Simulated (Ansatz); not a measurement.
# La2Sn4Ru: the cost of one run

Program: Ansatz 0.2.0. Level of theory: DFT PBEsol, scalar-relativistic, plane waves, PAW. These are calculated values, not measurements.

1 further run of the same task is left out (set aside as unsound or not needed).

## 1. The system as given

The cell holds 28 atoms (La8Ru3Sn16Yb): a = 9.356 Å, b = 9.930 Å, c = 9.932 Å, α = 117.58°, β = 103.64°, γ = 103.61°.

The coordinates of this cell stand in the input of its own run.

The host was relaxed before at PBEsol: a = 4.584 Å, b = 4.678 Å, c = 16.988 Å, α = 90.00°, β = 90.00°, γ = 90.00° (conventional cell), 26.019 Å³/atom.

Places, in fractions of the supercell: Yb in place of Ru at (0.438, 0.568, 0.182). Its neighbours start displaced at random, with a spread of 0.03 Å in each coordinate.

## 2. The perfect crystal in the supercell of 28 atoms

Contents of input.yaml:

```yaml
crystal:
  lattice:
    - [-4.22458e-05, 9.3558721394, -0.0105109396]
    - [4.5822179052, -2.3268440225, 8.496655903]
    - [4.58566371, -2.351028665, -8.4908937667]
  atoms:
    - { symbol: La, position: [0.4374931294, 0.7722525539, 0.9777656699] }
    - { symbol: La, position: [0.9374931294, 0.7722525539, 0.9777656699] }
    - { symbol: La, position: [0.6874931294, 0.2722525539, 0.4777656699] }
    - { symbol: La, position: [0.1874931294, 0.2722525539, 0.4777656699] }
    - { symbol: La, position: [0.0624619715, 0.2285031013, 0.0216206759] }
    - { symbol: La, position: [0.5624619715, 0.2285031013, 0.0216206759] }
    - { symbol: La, position: [0.3124619715, 0.7285031013, 0.5216206759] }
    - { symbol: La, position: [0.8124619715, 0.7285031013, 0.5216206759] }
    - { symbol: Ru, position: [0.4375554779, 0.5682242868, 0.1816677022] }
    - { symbol: Ru, position: [0.9375554779, 0.5682242868, 0.1816677022] }
    - { symbol: Ru, position: [0.6875554779, 0.0682242868, 0.6816677022] }
    - { symbol: Ru, position: [0.1875554779, 0.0682242868, 0.6816677022] }
    - { symbol: Sn, position: [0.4374874644, 0.4175262918, 0.3325175943] }
    - { symbol: Sn, position: [0.9374874644, 0.4175262918, 0.3325175943] }
    - { symbol: Sn, position: [0.6874874644, 0.9175262918, 0.8325175943] }
    - { symbol: Sn, position: [0.1874874644, 0.9175262918, 0.8325175943] }
    - { symbol: Sn, position: [0.0625199923, 0.5497572013, 0.7002483681] }
    - { symbol: Sn, position: [0.5625199923, 0.5497572013, 0.7002483681] }
    - { symbol: Sn, position: [0.3125199923, 0.0497572013, 0.2002483681] }
    - { symbol: Sn, position: [0.8125199923, 0.0497572013, 0.2002483681] }
    - { symbol: Sn, position: [0.1875461141, 0.6361501182, 0.1138160488] }
    - { symbol: Sn, position: [0.6875461141, 0.6361501182, 0.1138160488] }
    - { symbol: Sn, position: [0.4375461141, 0.1361501182, 0.6138160488] }
    - { symbol: Sn, position: [0.9375461141, 0.1361501182, 0.6138160488] }
    - { symbol: Sn, position: [0.3124358503, 0.3875864468, 0.8623639408] }
    - { symbol: Sn, position: [0.8124358503, 0.3875864468, 0.8623639408] }
    - { symbol: Sn, position: [0.5624358503, 0.8875864468, 0.3623639408] }
    - { symbol: Sn, position: [0.0624358503, 0.8875864468, 0.3623639408] }
basis:
  ecutwfc: 420
  xc_grid: 2
kpoints:
  mp_grid: { grid: [3, 3, 3], shift: [0.0, 0.0, 0.0] }
hamiltonian:
  xc: pbesol
scf:
  occupations: { method: gaussian, width: 0.05 }
output:
  forces: true
  stress: true
  eigenvalues: true
  write_density: true
  write_potential: true
  elf: true
  volumetric_format: npy
```

On the command line:

```bash
> ansatz run input.yaml --threads 8 --pin off --max-ram 14336MiB --backend cpu --events-out ev --progress --plain --runs-dir out
```

Q: Estimate wall time and peak memory on 8 threads of Arm Neoverse V1, shared host.

About 75 s, with a peak of 6.3 GiB.
